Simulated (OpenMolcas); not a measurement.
# BBr2Cl (dibromo(chloro)borane) at S12h/ANO-RCC-VTZP (DKH8)

Aim: the energy change on altering one bond length of BBr2Cl (dibromo(chloro)borane) at S12h/ANO-RCC-VTZP (DKH8), from 2 runs. 

The calculation is run with OpenMolcas 26.06.

### 1 The molecule

BBr2Cl: 4 atoms, total charge 0, spin state singlet. As SMILES, `ClB(Br)Br`. Geometry: relaxed at PBE0-D4/def2-TZVP.

Bond lengths: Cl1–B2 1.732 Å, B2–Br3 1.899 Å, B2–Br4 1.899 Å. Angles: Cl1–B2–Br3 120.0°, Cl1–B2–Br4 120.0°, Br3–B2–Br4 119.9°.

### 2 The energy at S12h/ANO-RCC-VTZP (DKH8)

The input, struct.xyz:

```xyz
4

Cl    -0.203300    -1.644940     0.633550
B     -0.004820    -0.039040     0.015030
Br     1.283490     1.123730     0.785650
Br    -1.075360     0.560270    -1.434250
```

The input, job.input:

```
>>> EXPORT MOLCAS_PRINT=2
&GATEWAY
Coord=struct.xyz
Basis=ANO-RCC-VTZP
Group=NoSym
&SEWARD
Relativistic=R08O02
Expert
&SCF
KSDFT=S12H
PrOrbitals=0
```

The run is started by

```console
$ export MOLCAS_MEM=1860
$ pymolcas job.input > job.log
```

The log of the run:

```text
--- Start Module: gateway ---
[...]
--- Stop Module: gateway /rc=_RC_ALL_IS_WELL_ ---
--- Start Module: seward ---
[...]
 ###    WARNING:  EXPERT option is ON!                                       ###
 ###############################################################################
               SEWARD will generate:
[...]
      Basis functions          150
--- Stop Module: seward /rc=_RC_ALL_IS_WELL_ ---
[...]
--- Start Module: scf ---
[...]
       Convergence after  11 Iterations
[...]
::    Total KS-DFT energy                           -5699.2811085654
[...]
      Total spin, S                                     0.0000000000
[...]
      Total electronic charge=   92.000000
      Total            charge=   -0.000000
[...]
      Dipole Moment (debye):
      Origin of the operator (angstrom)=    0.0454    0.3677   -0.1416
                   X=  5.9848E-03               Y=  4.8356E-02               Z= -1.8622E-02           Total=  5.2163E-02
      Quadrupole Moment (debye*angstrom):
[...]
--- Stop Module: scf /rc=_RC_ALL_IS_WELL_ ---
[...]
```

It took 80 s on 1 thread of Arm Neoverse V2, shared host; peak memory 0.99 GiB.

### 3 The distorted shape, same level

The input, struct.xyz:

```xyz
4

Cl    -0.332107    -1.761195     0.556502
B     -0.133627    -0.155295    -0.062018
Br     1.283490     1.123730     0.785650
Br    -1.204167     0.444015    -1.511298
```

The input, job.input:

```
&gateway
  coord = struct.xyz
  basis = ANO-RCC-VTZP
  group = NoSym

&seward
  relativistic = R08O02
  expert

&scf
  ksdft = S12H
  prorbitals = 0
```

The run is started by

```console
$ export MOLCAS_MEM=1860
$ pymolcas job.input > job.log
```

The log of the run:

```text
--- Start Module: gateway ---
[...]
--- Stop Module: gateway /rc=_RC_ALL_IS_WELL_ ---
--- Start Module: seward ---
[...]
 ###    WARNING:  EXPERT option is ON!                                       ###
 ###############################################################################
               SEWARD will generate:
[...]
      Basis functions          150
--- Stop Module: seward /rc=_RC_ALL_IS_WELL_ ---
[...]
--- Start Module: scf ---
[...]
       Convergence after  11 Iterations
[...]
::    Total KS-DFT energy                           -5699.2711855622
[...]
      Total spin, S                                     0.0000000000
[...]
      Total electronic charge=   92.000000
      Total            charge=   -0.000000
[...]
      Dipole Moment (debye):
      Origin of the operator (angstrom)=   -0.0335    0.2965   -0.1888
                   X= -6.2380E-01               Y= -4.7401E-01               Z= -4.1913E-01           Total=  8.8853E-01
      Quadrupole Moment (debye*angstrom):
[...]
--- Stop Module: scf /rc=_RC_ALL_IS_WELL_ ---
[...]
```

It took 80 s on 1 thread of Arm Neoverse V2, shared host; peak memory 0.98 GiB.

### 4 Summary of results

Level: S12h/ANO-RCC-VTZP (DKH8).

```
                                                          quantity           value
                                         first shape: total energy  -5699.28111 Eh
                                        first shape: dipole moment          0.05 D
                                          first shape: HOMO energy        -8.43 eV
                                          first shape: LUMO energy        -1.96 eV
                                        first shape: HOMO–LUMO gap         6.47 eV
                                     distorted shape: total energy  -5699.27119 Eh
                                    distorted shape: dipole moment          0.89 D
                                      distorted shape: HOMO energy        -8.42 eV
                                      distorted shape: LUMO energy        -2.19 eV
                                    distorted shape: HOMO–LUMO gap         6.23 eV
energy change with the B2–Br3 bond stretched from 1.899 to 2.089 Å        0.270 eV
```

In words: With the B2–Br3 bond stretched from 1.899 to 2.089 Å the energy rises by 0.27 eV (26.1 kJ/mol). The first shape isn't relaxed at this level, so the change isn't measured from a minimum. Mulliken charges (first shape) run from -0.03 on Br3 to +0.07 on B2. Mulliken charges (distorted shape) run from -0.13 on Br3 to +0.12 on B2.
